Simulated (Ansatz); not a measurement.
# NbTe (rocksalt): a single-point run

The task is a single-point run on NbTe (rocksalt). The structure is shown as the input types it.

Computed with Ansatz 0.2.0 (Kohn-Sham DFT, with the functional, basis and potentials that each input names (as first typed), unless a step's input says otherwise).

2 further runs of the same task are left out: 2 that didn't finish. Runs told in other sessions of the task aren't counted.

**1. The structure to begin with**

It takes space group Fm-3m (No. 225, cubic). The conventional cell has a = 5.755 Å, b = 5.755 Å, c = 5.755 Å, α = 90.00°, β = 90.00°, γ = 90.00°. Nb (site symmetry m-3m) has 6 Te at 2.88 Å in its first shell of neighbours. Te (site symmetry m-3m) is surrounded by 6 Nb at 2.88 Å.

Coordinates:

```cif
data_structure
_symmetry_space_group_name_H-M 'P 1'
_symmetry_Int_Tables_number 1
_cell_length_a 4.0693
_cell_length_b 7.0483
_cell_length_c 8.1387
_cell_angle_alpha 30.000
_cell_angle_beta 60.000
_cell_angle_gamma 54.736
_cell_volume 95.30
loop_
_atom_site_label
_atom_site_type_symbol
_atom_site_fract_x
_atom_site_fract_y
_atom_site_fract_z
_atom_site_occupancy
Nb1 Nb 0.50000 0.50000 0.00000 1
Te1 Te 0.00000 0.00000 0.00000 1
Nb2 Nb 0.50000 0.50000 0.50000 1
Te2 Te 0.00000 0.00000 0.50000 1
```

**2. The calculation**

The input, input.yaml:

```yaml
crystal:
  lattice:
    - [-1.447954191533e-27, 2.87745879325, 2.8774587932]
    - [5.7549175863, 2.87745879325, 2.8774587932]
    - [5.7549175863, 5.75491758645, -5.00015728582e-11]
  atoms:
    - { symbol: Nb, position: [0.5, 0.5, 0.0], spin: 2.0 }
    - { symbol: Te, position: [0.0, 0.0, 0.0] }
    - { symbol: Nb, position: [0.5, 0.5, 0.5], spin: -2.0 }
    - { symbol: Te, position: [0.0, 0.0, 0.5] }
basis:
  ecutwfc: 420
  ecutrho_ratio: 4
kpoints:
  mp_grid: { grid: [10, 10, 5] }
hamiltonian:
  xc: pbe
  hubbard: { sites: [{ species: Nb, l: d, u_eff: 40.0 }] }
scf:
  occupations: { method: gaussian, width: 0.05 }
  max_iter: 60
output:
  forces: true
  stress: true
magnetization:
  spin_polarized: true
```

Command:

```
$ ansatz run input.yaml --threads 2 --pin off --max-ram 2662MiB --backend cpu --events-out ev --progress --plain --runs-dir out
```

**Question.** How will this run end, and is anything wrong with its input?

The program finished normally, with warnings (filled band counts differ across k points). It gives a pressure of 45 GPa, which is large; a structure far from rest gives such values too, whatever the setting.

The suspect setting: hamiltonian.hubbard.sites is [{species: Nb, l: d, u_eff: 40.0}]. The Hubbard parameter is far from any physical value.

To check: delete hamiltonian.hubbard.sites.
